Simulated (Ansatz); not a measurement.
# F4H3O2Ta: the cost of one run

All numbers below are computed with Ansatz 0.2.0 (RHF/def2-SVP).

1 further run of the same task is left out (it didn't finish).

## Step 1: Starting point

Bond lengths: Ta1–O2 2.370 Å, O2–H3 1.010 Å, Ta1–F4 1.930 Å, Ta1–F5 1.930 Å, Ta1–O6 2.020 Å, O6–H7 1.010 Å, Ta1–F8 1.930 Å, Ta1–F9 2.230 Å, Ta1–H10 2.313 Å. Angles (14 of 23 angles, heavy atoms first): O2–Ta1–F4 90.0°, O2–Ta1–F5 90.0°, O2–Ta1–O6 120.0°, O2–Ta1–F8 120.0°, O2–Ta1–F9 71.6°, F4–Ta1–F5 180.0°, F4–Ta1–O6 90.0°, F4–Ta1–F8 90.0°, F4–Ta1–F9 59.6°, F5–Ta1–O6 90.0°, F5–Ta1–F8 90.0°, F5–Ta1–F9 120.4°, O6–Ta1–F8 120.0°, O6–Ta1–F9 148.6°.

Coordinates:

```xyz
10

Ta    0.0000    0.0000    0.0000
O     2.3700    0.0000    0.0000
H     2.7071   -0.5308    0.7903
F     0.0000    0.0000    1.9300
F     0.0000    0.0000   -1.9300
O    -1.0100    1.7493    0.0000
H    -1.4859    1.8638    0.8834
F    -0.9650   -1.6714    0.0000
F     0.7032   -1.7912    1.1270
H     1.8595   -1.1638    0.7323
```

## Step 2: A restrained relaxation towards end A

Springs on the bonds that form and break draw the guess towards this end; the thresholds are loose.

input.yaml

```yaml
crystal:
  periodic: [false, false, false]
  atoms:
    - { symbol: Ta, position_ang: [0.0, 0.0, 0.0] }
    - { symbol: O, position_ang: [2.37, 0.0, 0.0] }
    - { symbol: H, position_ang: [2.7071, -0.5308, 0.7903] }
    - { symbol: F, position_ang: [0.0, 0.0, 1.93] }
    - { symbol: F, position_ang: [0.0, 0.0, -1.93] }
    - { symbol: O, position_ang: [-1.01, 1.7493, 0.0] }
    - { symbol: H, position_ang: [-1.4859, 1.8638, 0.8834] }
    - { symbol: F, position_ang: [-0.965, -1.6714, 0.0] }
    - { symbol: F, position_ang: [0.7032, -1.7912, 1.127] }
    - { symbol: H, position_ang: [1.8595, -1.1638, 0.7323] }
basis:
  gaussian: { orbitals: def2-SVP }
hamiltonian:
  xc: hf
relax:
  f_tol: 0.15
  max_steps: 25
  restrain:
    - { distance: [0, 8], at: 3.13, k: 30.0 }
    - { distance: [9, 1], at: 2.21, k: 30.0 }
    - { distance: [0, 1], at: 2.02, k: 30.0 }
    - { distance: [9, 8], at: 0.92, k: 30.0 }
```

On the command line:

```
$ ansatz run input.yaml --threads 2 --pin off --max-ram 3072MiB --backend cpu --events-out ev --progress --plain --runs-dir out
```

**Question.** How long does this run take on 2 threads of Intel Xeon Platinum 8259CL at 2.50GHz (Skylake/Cascade Lake), shared host, and how much memory does it need?

About 82 s, with a peak of 0.35 GiB.
